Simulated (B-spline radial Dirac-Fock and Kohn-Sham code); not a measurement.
# Inner shells of Ni²⁺

Aim: for the Ni²⁺ ion, compute its X-ray form factor and Compton profile, the binding energy of each subshell and the widths and yields of its core holes.

Method: a free atom or ion on a radial basis; each step names its model; computed with B-spline radial Dirac-Fock and Kohn-Sham code, version 3.

### 1 What is computed

The Ni²⁺ ion, configuration [Ar] 3d7 4s1 (an excited configuration).

| Quantity | Value |
| --- | --- |
| nuclear charge | 28 |
| electrons | 26 |
| mass number | 58 |
| nuclear rms radius | 3.7757 fm |

Outer shells as boxes (Hund's rule, for the drawing alone; heavy ions are jj-coupled, and the calculation averages over the configuration):

```
[Ar] core
3d [↑↓][↑↓][↑ ][↑ ][↑ ]
4s [↑ ]
```

### 2 X-ray scattering functions

Model: Dirac-Fock average of configuration, finite nucleus; form factor of the spherical density, Waller-Hartree incoherent function, impulse-approximation Compton profiles.

Recorded inputs:

```ini
task = scatter
Z = 28
charge = 2
configuration = 1s2 2s2 2p6 3s2 3p6 3d7 4s1
mass_number = 58
rms_radius = 3.7757  # fm
s = [0.0, 0.05, 0.07, 0.08, 0.1, 0.13, 0.16, 0.19, 0.24, 0.29, 0.36, 0.45, 0.56, 0.69, 0.86, 1.06, 1.31, 1.62, 2.01, 2.48, 3.08, 3.81, 4.71]  # 1/A
pz = [0, 0.1, 0.15, 0.21, 0.31, 0.46, 0.68, 0.99, 1.5, 2.1, 3.1, 4.6, 6.7, 9.8, 14.0, 21.0, 31.0, 45.0, 66.0, 97.0, 140.0]  # a.u.
photon_energy = [1000, 2000, 5000, 8047.8, 30000, 100000, 200000, 1000000]  # eV
```

### 3 Binding energies

Model: Dirac-Fock average of configuration, Delta-SCF, finite nucleus, first-order Breit with its frequency dependence, self-energy and vacuum polarisation.

The run's settings:

```ini
task = binding
```

### 4 Widths and yields

Model: independent-particle rates: relativistic LDA orbitals of the hole state, multipoles to L = 3 (length form), Coulomb Auger matrix elements with a Latter-tail continuum; energies from Dirac-Fock.

Recorded inputs:

```ini
task = decay
holes = ["K", "L1", "L2", "L3", "M1", "M2", "M3"]
```

Q: Predict the outcome of this session. Wanted: rms radius of the electron cloud; form factor halves at; Compton profile at zero; deepest level listed, K; least bound, N1; Kα1; K hole: width, yield.

**Answer**, as computed:

| quantity | value |
| --- | --- |
| rms radius of the electron cloud | 0.859 bohr |
| form factor halves at | 0.50 1/Å |
| Compton profile at zero | 4.632 1/a.u. |
| deepest level listed, K (1s) | 8376.9 eV |
| least bound, N1 (4s) | 27.21 eV |
| Kα1 | 7475.9 eV |
| K hole: width, yield | 1.37 eV, 0.417 |
| its lifetime | 0.480 fs |
| its strongest line | Kα1 (K-L3), 7475.9 eV |

What this shows: f falls from 26 to half of that at s = 0.50 1/Å. Incoherent scattering outweighs coherent from 100 keV on, among the energies asked. The K (1s) level lies 43.6 eV under Koopmans' value by relaxation alone; Breit gives -9.85 and QED -4.63 eV. The K hole lives 0.48 fs and decays mostly by electron emission (yield 0.42). Coster-Kronig decay rules L1, M2 and M3, where this model's widths can be far from the measured ones. The Hartree-Fock and Dirac-Fock values hold no electron correlation.
